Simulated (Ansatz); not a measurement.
**C2H3F2NSi: how energies converge with the basis set**

The task here is to estimate one member of a computed series from the others.

Method: one geometry, several basis sets; program: Ansatz 0.2.0, Gaussian basis.

The runs, in order: PBE0-D4/def2-SVP; ωB97M-V/def2-SVP; PBE0-D4/def2-QZVPP; ωB97M-V/def2-QZVPP; the functionals' def2-TZVPP values are taken from earlier runs.

## Structure used throughout

All runs share one geometry, relaxed beforehand with PBE0-D4 in a triple-zeta def2 set.

SMILES `C=C=N[SiH](F)F`, 9 atoms, charge 0, spin multiplicity 1.

Atoms are counted from 1 here; the program's logs count them from 0.

Bond lengths: C1–C2 1.305 Å, C1–H7 1.081 Å, C1–H8 1.081 Å, C2–N3 1.209 Å, N3–Si4 1.703 Å, Si4–F5 1.583 Å, Si4–F6 1.578 Å, Si4–H9 1.465 Å. Angles: C2–C1–H7 120.0°, C2–C1–H8 120.1°, H7–C1–H8 120.0°, C1–C2–N3 177.2°, C2–N3–Si4 138.4°, N3–Si4–F5 112.6°, N3–Si4–F6 107.3°, N3–Si4–H9 110.3°, F5–Si4–F6 107.1°, F5–Si4–H9 109.4°, F6–Si4–H9 110.1°.

Set-up of the first run:

in.yaml reads:

```yaml
crystal:
  periodic: [false, false, false]
  atoms:
    - {symbol: C, position_ang: [-1.305068, -1.193132, 1.331949]}
    - {symbol: C, position_ang: [-0.581011, -0.746121, 0.342794]}
    - {symbol: N, position_ang: [0.076033, -0.380603, -0.604201]}
    - {symbol: Si, position_ang: [1.079345, 0.928168, -1.029761]}
    - {symbol: F, position_ang: [1.066094, 2.080892, 0.054589]}
    - {symbol: F, position_ang: [0.506522, 1.542992, -2.365823]}
    - {symbol: H, position_ang: [-2.352644, -0.933487, 1.394762]}
    - {symbol: H, position_ang: [-0.856150, -1.814178, 2.094504]}
    - {symbol: H, position_ang: [2.455379, 0.469171, -1.235913]}
basis:
  gaussian: {orbitals: def2-SVP}
hamiltonian: {xc: pbe0, dispersion: d4}
output: {orbitals: {seedname: orbitals}}
```

On the command line:

```sh
$ ansatz run in.yaml --threads 4 --pin off --events-out ev --progress --plain --max-ram 10444MiB
```

Steps of the session up to this table: PBE0-D4 in def2-SVP; ωB97M-V in def2-SVP; PBE0-D4 in def2-QZVPP; ωB97M-V in def2-QZVPP.

One of the session's tables, all rows but one given; the rest of the session is left out.

It belongs to the step «Density functionals: the series». 

```
functional       basis  HOMO (eV)
   PBE0-D4    def2-SVP          ?
   PBE0-D4  def2-TZVPP      -6.97
   PBE0-D4  def2-QZVPP      -6.99
   ωB97M-V    def2-SVP      -9.02
   ωB97M-V  def2-TZVPP      -9.14
   ωB97M-V  def2-QZVPP      -9.16
```

**Question.** Estimate the row for PBE0-D4, def2-SVP.

**Answer.** HOMO (eV): -6.87. In the column «HOMO (eV)» it is the highest.
